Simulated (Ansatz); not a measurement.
# C₃H₂BrCl: a ladder of functionals and wavefunction methods

One table from this session's results is given with a row withheld; the runs are named, their logs left out.

Computed with Ansatz 0.2.0, Gaussian basis. Level: functionals in def2-TZVPP, the program's frozen cores in correlated methods.

Levels to be run: LDA (SPW92), PBE-D4, revPBE-D4, BLYP-D4, r2SCAN-D4, B97M-V, PBE0-D4, B3LYP-D4, r2SCANh-D4, r2SCAN0-D4, HSE06-D4, BHLYP-D4, CAM-B3LYP-D4, LC-ωPBE, ωB97X-V, ωB97M-V, B2PLYP, PBE-QIDH; CCSD(T)/def2-SVP; CCSD(T)/def2-TZVPP; MP2/def2-QZVPP; extrapolation to the limit; RPA on PBE.

**Structure used throughout**

The geometry comes from an earlier relaxation with PBE0-D4 in a triple-zeta def2 set; it is a stationary point, not always the lowest conformer.

SMILES `ClC1=C(Br)C1`, 7 atoms, charge 0, spin multiplicity 1.

Atoms are counted from 1 here; the program's logs count them from 0.

Bond lengths: Cl1–C2 1.670 Å, C2–C3 1.286 Å, C2–C5 1.499 Å, C3–Br4 1.830 Å, C3–C5 1.502 Å, C5–H6 1.091 Å, C5–H7 1.091 Å. Angles: Cl1–C2–C3 150.7°, Cl1–C2–C5 144.5°, C3–C2–C5 64.7°, C2–C3–Br4 150.5°, C2–C3–C5 64.5°, Br4–C3–C5 145.0°, C2–C5–C3 50.8°, C2–C5–H6 119.4°, C2–C5–H7 119.4°, C3–C5–H6 119.4°, C3–C5–H7 119.4°, H6–C5–H7 114.2°.

Set-up of the first run:

Input file in.yaml:

```yaml
crystal:
  periodic: [false, false, false]
  atoms:
    - {symbol: Cl, position_ang: [0.182462, -1.034004, 2.263094]}
    - {symbol: C, position_ang: [0.050137, -0.419818, 0.715595]}
    - {symbol: C, position_ang: [-0.166693, -0.583356, -0.541801]}
    - {symbol: Br, position_ang: [-0.559989, -1.667075, -1.962514]}
    - {symbol: C, position_ang: [0.130278, 0.825469, -0.114272]}
    - {symbol: H, position_ang: [1.106770, 1.257820, -0.337966]}
    - {symbol: H, position_ang: [-0.681665, 1.552865, -0.067936]}
basis:
  gaussian: {orbitals: def2-TZVPP}
hamiltonian: {xc: lda}
output: {orbitals: {seedname: orbitals}}
```

Steps of the session up to this table: LDA; PBE-D4 (GGA); revPBE-D4 (GGA); BLYP-D4 (GGA); r2SCAN-D4 (meta-GGA); B97M-V (meta-GGA); PBE0-D4 (hybrid); B3LYP-D4 (hybrid); r2SCANh-D4 (hybrid); r2SCAN0-D4 (hybrid); HSE06-D4 (hybrid); BHLYP-D4 (hybrid); CAM-B3LYP-D4 (range-separated); LC-ωPBE (range-separated); ωB97X-V (range-separated); ωB97M-V (range-separated); B2PLYP (double hybrid); PBE-QIDH (double hybrid).

One of the session's tables, all rows but one given; the rest of the session is left out.

It belongs to the step «Frontier levels by functional». 

| functional | HOMO (eV) | gap (eV) |
| --- | --- | --- |
| LDA (SPW92) | -6.06 | 4.57 |
| PBE-D4 | -5.92 | 4.68 |
| revPBE-D4 | -5.87 | 4.72 |
| BLYP-D4 | -5.76 | 4.69 |
| r2SCAN-D4 | -6.12 | 5.07 |
| B97M-V | -6.16 | 5.27 |
| PBE0-D4 | -7.05 | 6.78 |
| B3LYP-D4 | -6.83 | 6.36 |
| r2SCANh-D4 | -6.54 | 5.85 |
| r2SCAN0-D4 | -7.18 | 7.02 |
| HSE06-D4 | -6.66 | 6.01 |
| BHLYP-D4 | -8.03 | 8.91 |
| CAM-B3LYP-D4 | -8.31 | 9.21 |
| LC-ωPBE | ? | ? |
| ωB97X-V | -9.27 | 11.24 |
| ωB97M-V | -9.14 | 11.04 |

**Question.** Estimate the row for LC-ωPBE.

As computed: HOMO (eV): -9.64; gap (eV): 11.65. In the column «HOMO (eV)» it is the lowest.
